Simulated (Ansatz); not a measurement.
Wanted: the native input for an Ansatz 0.2.0 run.

```
Task                : relaxation of cell and atoms
Functional          : r2SCAN
Potentials or basis : Ansatz PAW
Cutoff              : 500 eV (not typed: the program's choice for these potentials)
k mesh              : 5 × 5 × 5
Occupations         : fermi-dirac, width 0.05 eV
Spin                : collinear spin, ferromagnetic start
Starting moments    : [0.0, 0.0, 0.0, 0.0, 1.0, 0.0, 0.0, 0.0, 0.0, 0.0, 0.0, 0.0, 0.0, 0.0, 0.0, 0.0] μB
```

Ta4NiO11:

```
Ta Ni O
1.0
     1.95495  -14.82973    0.00000
     1.95495   14.82973    0.00000
     0.00000    0.00000    3.88590
Ta Ni O
4 1 11
Direct
  0.20437 0.79563 0.00000
  0.92451 0.07549 0.00000
  0.07549 0.92451 0.00000
  0.79563 0.20437 0.00000
  0.50000 0.50000 0.00000
  0.13987 0.86013 0.00000
  0.72107 0.27893 0.00000
  0.43645 0.56355 0.00000
  0.56355 0.43645 0.00000
  0.00000 0.00000 0.00000
  0.86013 0.13987 0.00000
  0.27893 0.72107 0.00000
  0.92790 0.07210 0.50000
  0.07210 0.92790 0.50000
  0.79436 0.20564 0.50000
  0.20564 0.79436 0.50000
```

The cell was built by a generator and needn't be a form met in nature.

These files were run (other wordings do the same):

input.yaml

```yaml
crystal:
  lattice:
    - [1.95495, -14.82973, 0.0]
    - [1.95495, 14.82973, 0.0]
    - [0.0, 0.0, 3.8859]
  atoms:
    - { symbol: Ta, position: [0.20437, 0.79563, 0.0] }
    - { symbol: Ta, position: [0.92451, 0.07549, 0.0] }
    - { symbol: Ta, position: [0.07549, 0.92451, 0.0] }
    - { symbol: Ta, position: [0.79563, 0.20437, 0.0] }
    - { symbol: Ni, position: [0.5, 0.5, 0.0], spin: 1.0 }
    - { symbol: O, position: [0.13987, 0.86013, 0.0] }
    - { symbol: O, position: [0.72107, 0.27893, 0.0] }
    - { symbol: O, position: [0.43645, 0.56355, 0.0] }
    - { symbol: O, position: [0.56355, 0.43645, 0.0] }
    - { symbol: O, position: [0.0, 0.0, 0.0] }
    - { symbol: O, position: [0.86013, 0.13987, 0.0] }
    - { symbol: O, position: [0.27893, 0.72107, 0.0] }
    - { symbol: O, position: [0.9279, 0.0721, 0.5] }
    - { symbol: O, position: [0.0721, 0.9279, 0.5] }
    - { symbol: O, position: [0.79436, 0.20564, 0.5] }
    - { symbol: O, position: [0.20564, 0.79436, 0.5] }
hamiltonian:
  xc: r2scan
  pseudopotentials: { kind: paw }
magnetization:
  spin_polarized: true
kpoints:
  mp_grid: { grid: [5, 5, 5] }
scf:
  occupations: { method: fermi_dirac, width: 0.05 }
output:
  forces: true
  stress: true
  eigenvalues: true
relax:
  f_tol: 0.01
  max_steps: 40
  cell: { stress_tol: 0.05 }
```

Potentials or basis: Ansatz PAW.

Run with:

```bash
$ ansatz run input.yaml --threads 8 --pin off --max-ram 20480MiB --backend cpu --events-out ev --progress --plain --runs-dir out
```

Results of the run:

* Relaxed volume: 13.79 Å³/atom
* Relaxed cell: a = 14.874 Å, b = 14.874 Å, c = 3.855 Å, α = 90.00°, β = 90.00°, γ = 165.01°
* Space group after relaxing (to 0.05 Å): Cmmm (No. 65)
* Energy gained by relaxing: 4.7 meV/atom
* Ionic steps: 6
* Pressure after relaxing: 0.0 GPa
* Largest force after relaxing: 0.006 eV/Å
* Band gap on the k mesh: none (metal or under the smearing width)
* Net moment: 1.20 μB per cell
* Absolute moment: 1.28 μB per cell
* Site moments: Ta +0.00, -0.00; Ni +1.03; O -0.00, +0.01, +0.11, +0.00 μB

Caveat: the magnetic or orbital state may not be the lowest; the plane-wave basis is chosen anew once the cell has moved, so the energies of steps on either side of that aren't comparable; a cell with one magnetic atom can't hold antiferromagnetic order, which such compounds often take; semilocal functionals often make such compounds metallic where correlation or magnetic order opens a gap, which also shifts bond lengths; the PAW data sets come from PBE, with cores solved anew for the run's functional, which leaves a small shift of forces and pressure.

It took 96 s on 8 threads of AMD EPYC 9B14 (Zen 4), with other jobs on the host, peak memory 2.4 GiB.
